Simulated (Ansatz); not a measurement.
# TaH3O3: relaxing cell and atoms, part 2 of 2

Wanted: the geometry at rest of TaH3O3 (a known structure type filled with other elements, at an estimated volume), relaxing cell and atoms, and its electronic structure there.

Ansatz 0.2.0; DFT, r2SCAN, no spin polarisation, plane waves, PAW. Relaxing cell and atoms. Earlier steps stand in the parts before.

## (6) Real-space fields

Maps in the plane spanned by a and b at height 0.750 along c (axes of the input's cell), one cell: a runs left to right (22 points from zero), b bottom to top (22 points), 120° apart. Inside the augmentation spheres the fields are the smooth ones.

Valence density. Ten steps from '0' (0.03 e/Å³) to '9' (7.03 e/Å³), finer at the low end (step k begins (100^(k/10) - 1)/99 of the way up):
```
0011222211001122221100
0124555431013455542100
0147778632236877741000
1257899632369987521000
1257998533589975210000
0258985434589852000000
0246654334566420000000
0133333333333100001000
0112234432211000111100
0002355532000001222100
0013688631000013333100
0136999631000246764200
0148998410002578875200
0257875200014798974100
0257752000136888863100
0257520001237898732100
1244210001236776321000
1121100011234543211000
0110000001112211100000
0000000000000000000000
0000000000000000000000
0000110000000000011000
```

ELF. Ten even steps from '0' (0.01) to '9' (0.97):
```
7533543431001343453357
5359977762026777995356
2399988861168889993244
1599747840487479951111
0478437611673487400000
0378776222677873000000
0478862332688740000000
0366412321466300000000
0121012210121000000000
0001466641000000000000
0026877862000001111000
0168737861000136663100
0378448730001587785100
0478787400003851583000
0379973000016711761000
0499940000016757610000
0599500000016886100000
1353100000013531000000
2332100000001100000001
5554100000000000000014
7764100000000000000146
8752100000000000001257
```

Atoms within 0.2 Å of the plane, in fractions of a and b: H at (0.14, 0.27), H at (0.73, 0.86), H at (0.14, 0.86), Ta at (0.67, 0.33), O at (0.21, 0.43), O at (0.57, 0.78), O at (0.22, 0.79).

Along short contacts, where the density is least:

```csv
contact,length (Å),minimum at (fraction),density (e/Å³),ELF
H1–O9,1.005,none clear,–,–
Ta7–O10,2.052,0.53,0.698,0.20
```

## (7) Outcome

What follows sums up all 2 parts.

```
                                                 quantity                                                                       value
                                                    moves                                                                          22
                                            energy gained                                                              197.9 meV/atom
                                             largest move                                                                  0.86 Å (O)
                     space group (0.01 Å), before / after                                                           P6_3/m / P6_3/mmc
                                                     cell  a = 7.350 Å, b = 7.350 Å, c = 2.781 Å, α = 90.00°, β = 90.00°, γ = 120.00°
                                                   volume                                                      9.29 Å³/atom (+20.6 %)
                                      pressure at the end                                                                    0.02 GPa
           formation energy (elements from separate runs)                                                               -1.26 eV/atom
                                                character                                                                       metal
density of states, mean within 0.25 eV of the Fermi level                                                           4 per eV per cell
                                            Bader charges                                                H +0.46, Ta +2.49, O -1.29 e
```

In words: The volume grew by 20.6 %, and the largest move of an atom is 0.86 Å apart from the change of the cell; the energy fell by 197.9 meV per atom. The shape changed more than that tells: the edges moved by +22, +22, -19 %. Within 0.01 Å the space group went from P6_3/m to P6_3/mmc. Bands cross the Fermi level: a metal; within 0.25 eV of the Fermi level the density of states averages 4 per eV per cell, mostly Ta d (74 %) and O p (13 %). Ta loses most charge (+2.49 e on average) and O gains most (-1.29 e). Set against separate runs on the elements (H2 molecule, Ta bcc, O2 molecule), it forms at -1.26 eV per atom, a bound cell by that test.

Limits of this run: the k mesh is coarse for a cell without a gap.
